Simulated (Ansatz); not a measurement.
What does this script print? It uses the Ansatz DFT code, driven from Python.

`bn_vcrelax.py`:
```python
"""Variable-cell relaxation of BN."""

from pathlib import Path
import warnings

import ansatz as az
from ase import Atoms
from ase.neighborlist import neighbor_list
import numpy as np

def edges_and_angles(cell):
    cell = np.asarray(cell)
    a, b, c = np.linalg.norm(cell, axis=1)
    cosines = cell[1] @ cell[2] / (b * c), cell[0] @ cell[2] / (a * c), cell[0] @ cell[1] / (a * b)
    return (a, b, c, *np.degrees(np.arccos(cosines)))

warnings.simplefilter("ignore", az.DeckWarning)

lattice = az.Lattice.of(
    [2.49824, 0.0, 0.0],
    [-1.24912, 2.16354, 0.0],
    [0.0, 0.0, 6.6357],
)
sites = [
    ("B", [1 / 3, 2 / 3, 0.25]),
    ("B", [2 / 3, 1 / 3, 0.75]),
    ("N", [1 / 3, 2 / 3, 0.75]),
    ("N", [2 / 3, 1 / 3, 0.25]),
]
cell = az.Crystal(lattice=lattice)
for symbol, position in sites:
    cell = cell.atom(symbol, position)

# only the volume may change
calc = (
    cell.calculation()
    .functional("lda")
    .basis(28 * az.Ry)
    .kpoints(density=2.8)
    .occupations("fixed")
    .scf(extra_bands=16, lower_state_search="standard")
    .relax(force_tolerance=0.05, fix_cell=["shape"])
    .density_of_states(energy_step=0.1)
    .density()
    .potential()
    .electron_localization_function()
    .output_files(volumetric_format="npy")
)
steps = []


def follow(event):
    if event["event"] != "relax_step":
        return
    row = event["data"]
    steps.append(row)
    print(f"step {row['step']:3d}  E = {row['lagrangian_ev']:.5f} eV  largest force component = {row['allowed_force_max_ev_ang']:.4f} eV/A  P = {row['pressure_gpa']:.3f} GPa")


done = calc.session().plan(threads=1).execute(on_event=follow)
data = done.report

first, last = steps[0], steps[-1]
symbols = [site.symbol for site in done.lattice.sites]
print(f"energy gained {first['lagrangian_ev'] - last['lagrangian_ev']:.4f} eV in {len(steps) - 1} steps")
for label, vectors in (("before", first["cell_ang"]), ("after", done.lattice.cell_ang)):
    print(label, "a b c (A) {:.4f} {:.4f} {:.4f}  angles {:.2f} {:.2f} {:.2f}".format(*edges_and_angles(vectors)), f" V = {abs(np.linalg.det(vectors)):.3f} A^3")
print("final stress xx yy zz (GPa, compression positive):", np.round(np.diag(data["stress_gpa"]), 3) + 0.0)

print("relaxed fractional positions")
for site in done.lattice.sites:
    print(f"  {site.symbol:2s}", " ".join(f"{v % 1:8.5f}" for v in np.round(site.position_frac, 5)))

final = Atoms(symbols, positions=last["positions_ang"], cell=done.lattice.cell_ang, pbc=True)
i, j, d = neighbor_list("ijd", final, 4.5)
print("neighbours within 1.2 times the shortest distance of each atom (A)")
for atom in range(len(final)):
    near = [m for m in np.argsort(d) if i[m] == atom]
    shell = [m for m in near if d[m] < 1.2 * d[near[0]]]
    print(f"{symbols[atom]}{atom} ({len(shell)}):", ", ".join(f"{symbols[j[m]]} {d[m]:.3f}" for m in shell))

n_atoms = len(data["lattice"]["sites"])
print("F =", round(data["free_energy_ev"], 4), "eV for", n_atoms, "atoms")
print("E(sigma -> 0) =", round(data["energy_sigma0_ev"], 4), "eV, TS =", round(data["entropy_ts_ev"], 5), "eV")
print("closed by", data["closed_by"], "after", data["n_iterations"], "iterations")

dos = done.density_of_states()
energy = np.asarray(dos.energies_ev) - dos.fermi_ev
states, count = np.asarray(dos.spin_summed_g_bin_mean_per_ev), np.asarray(dos.spin_summed_integrated)
g_fermi = float(np.interp(0.0, energy, states))
print(f"g(E_F) = {g_fermi:.3f} states/eV per cell")
for low, high in ((-10, -6), (-6, -3), (-3, 0), (0, 3)):
    print(f"states between {low} and {high} eV: {np.interp(high, energy, count) - np.interp(low, energy, count):.3f}")

folder = Path(done.write_results("fields"))
print("densities in e/A^3, potentials in eV, ELF without unit")
for name in sorted(p.name for p in folder.glob("*.npy")):
    field = np.load(folder / name)
    print(f"{name:16s} {str(field.shape):16s} min {field.min():10.4f}  mean {field.mean():10.4f}  max {field.max():10.4f}")
```

```console
$ python bn_vcrelax.py
step   1  E = -1052.64181 eV  largest force component = 0.0000 eV/A  P = -3.024 GPa
step   2  E = -1052.64926 eV  largest force component = 0.0000 eV/A  P = -0.993 GPa
step   3  E = -1052.65160 eV  largest force component = 0.0000 eV/A  P = 0.010 GPa
step   4  E = -1052.64679 eV  largest force component = 0.0000 eV/A  P = -0.152 GPa
step   5  E = -1052.64709 eV  largest force component = 0.0000 eV/A  P = -0.003 GPa
step   6  E = -1052.64674 eV  largest force component = 0.0000 eV/A  P = -0.007 GPa
step   6  E = -1052.64674 eV  largest force component = 0.0000 eV/A  P = -0.007 GPa
energy gained 0.0049 eV in 6 steps
before a b c (A) 2.4982 2.4982 6.6357  angles 90.00 90.00 120.00  V = 35.866 A^3
after a b c (A) 2.4882 2.4882 6.6090  angles 90.00 90.00 120.00  V = 35.434 A^3
final stress xx yy zz (GPa, compression positive): [ 0.236  0.236 -0.493]
relaxed fractional positions
  B   0.33333  0.66667  0.25000
  B   0.66667  0.33333  0.75000
  N   0.33333  0.66667  0.75000
  N   0.66667  0.33333  0.25000
neighbours within 1.2 times the shortest distance of each atom (A)
B0 (3): N 1.437, N 1.437, N 1.437
B1 (3): N 1.437, N 1.437, N 1.437
N2 (3): B 1.437, B 1.437, B 1.437
N3 (3): B 1.437, B 1.437, B 1.437
F = -1052.6467 eV for 4 atoms
E(sigma -> 0) = -1052.6467 eV, TS = 0.0 eV
closed by deck_thresholds after 4 iterations
g(E_F) = 0.116 states/eV per cell
states between -10 and -6 eV: 3.032
states between -6 and -3 eV: 5.038
states between -3 and 0 eV: 3.926
states between 0 and 3 eV: 0.004
densities in e/A^3, potentials in eV, ELF without unit
elf.npy          (16, 16, 45)     min     0.0008  mean     0.3440  max     0.9300
rho.npy          (16, 16, 45)     min     0.0166  mean     0.4515  max     3.8157
v_es.npy         (16, 16, 45)     min   -70.9227  mean     1.3452  max    10.5156
v_tot.npy        (16, 16, 45)     min   -92.1042  mean    -9.1638  max     5.8147
```

Notes:
- The settings weren't tested for convergence.
- The cutoff lies under the one recommended for these potentials.
- Along an axis with an odd division the mesh misses the point at one half; a gap read on a finite mesh is an upper bound on this functional's gap.
- Semilocal gaps usually lie well under measured ones.
- Forces vanish by symmetry, so the ions can't move, and the end may be a saddle.
- Under the recommended cutoff a pressure can be off by several GPa, even in sign.
- The Fermi level of a run with fixed occupations marks the highest occupied state on its mesh, not mid-gap.
- Energies along a relaxation are free energies. Rows at an unchanged volume are solved on a plane-wave basis chosen afresh for that cell, so the energy can jump there; the script counts such rows among its steps.
- Of the deposited cell: the entry's cell lengths or inner coordinates differ somewhat from later room-temperature determinations.
- The structure is layered, and without a dispersion term the spacing of the layers is poorly determined.
- The crystal has a gap of about 4.27 eV on the mesh; bins of finite width blur the band edges.
- The fields are valence quantities on the plane-wave grid; their values near the nuclei depend on the potentials.
- The starting cell is as deposited in a crystallographic database; the results hold for this polymorph, which needn't be the stable one.
- The density of states is complete only as far up as bands were computed.
- The script silences the warnings on its input, which a real study should read.
- Run time: 6.7 s on 1 thread of Arm Neoverse V1 (shared host), peak memory 0.39 GiB.
